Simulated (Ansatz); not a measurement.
# BGeH₅ (singlet): the correlation ladder, cc-pVTZ

How much of the correlation energy of BGeH₅ (singlet) does each wave-function method recover here?

Computed with Ansatz 0.2.0, Gaussian basis. Level: cc-pVTZ, core rule «outside noble gas», up to 15 orbitals frozen.

To be run: UHF; CCSD(T) on RHF; BCCD(T) on RHF; CCSDT(Q) on RHF.

## 1. The system

The geometry is a PBE0/def2-TZVP stationary point (not a proven minimum). No spin-orbit coupling is included. The filled d shell of Ge may be among the frozen orbitals whatever the setting's name suggests; the logs give the count.

7 atoms, charge 0, spin multiplicity 1.

Atoms are counted from 1 here; the program's logs count them from 0.

Bond lengths: Ge1–B2 2.058 Å, Ge1–H3 1.538 Å, Ge1–H4 1.542 Å, Ge1–H5 1.542 Å, B2–H6 1.194 Å, B2–H7 1.195 Å. Angles: B2–Ge1–H3 114.7°, B2–Ge1–H4 109.7°, B2–Ge1–H5 109.7°, H3–Ge1–H4 107.9°, H3–Ge1–H5 107.9°, H4–Ge1–H5 106.6°, Ge1–B2–H6 122.4°, Ge1–B2–H7 119.3°, H6–B2–H7 118.3°.

## 2. UHF

in.yaml

```yaml
crystal:
  periodic: [false, false, false]
  atoms:
    - {symbol: Ge, position_ang: [0.000000, 0.000848, 0.293017]}
    - {symbol: B, position_ang: [0.000000, 0.007511, -1.764478]}
    - {symbol: H, position_ang: [0.000000, 1.396299, 0.939761]}
    - {symbol: H, position_ang: [1.236205, -0.761722, 0.811362]}
    - {symbol: H, position_ang: [-1.236205, -0.761722, 0.811362]}
    - {symbol: H, position_ang: [0.000000, 1.017939, -2.401105]}
    - {symbol: H, position_ang: [0.000000, -1.032484, -2.352939]}
basis:
  gaussian: {orbitals: cc-pVTZ}
magnetization: {spin_polarized: true, initial_magnetization: 0}
hamiltonian: {xc: hf}
output: {orbitals: {seedname: orbitals}}
```

Launch:

```console
ansatz run in.yaml --threads 1 --pin off --events-out ev --progress --plain --max-ram 2560MiB --backend cpu
```

After this run come: CCSD(T) on RHF; BCCD(T) on RHF; CCSDT(Q) on RHF.

Before running them: what should the planned runs give, taken together? Wanted: RCCSDT(Q) below the RHF energy; RMP2 from RCCSDT(Q); RCCSD from RCCSDT(Q); RCCSD(T) from RCCSDT(Q); T1 diagnostic.

**Answer**, as computed:

```
                         quantity                      value
   RCCSDT(Q) below the RHF energy                 -7.5881 eV
              RMP2 from RCCSDT(Q)                +1375.0 meV
             RCCSD from RCCSDT(Q)                 +241.0 meV
          RCCSD(T) from RCCSDT(Q)                  +37.1 meV
levels within 1 kcal/mol (43 meV)  RCCSD(T), BCCD(T), RCCSDT
                    T1 diagnostic                      0.011
```

What this shows: RCCSD(T) lands +37.1 meV from the yardstick (0.5 % of the correlation energy). These misses are within one basis, not against nature.
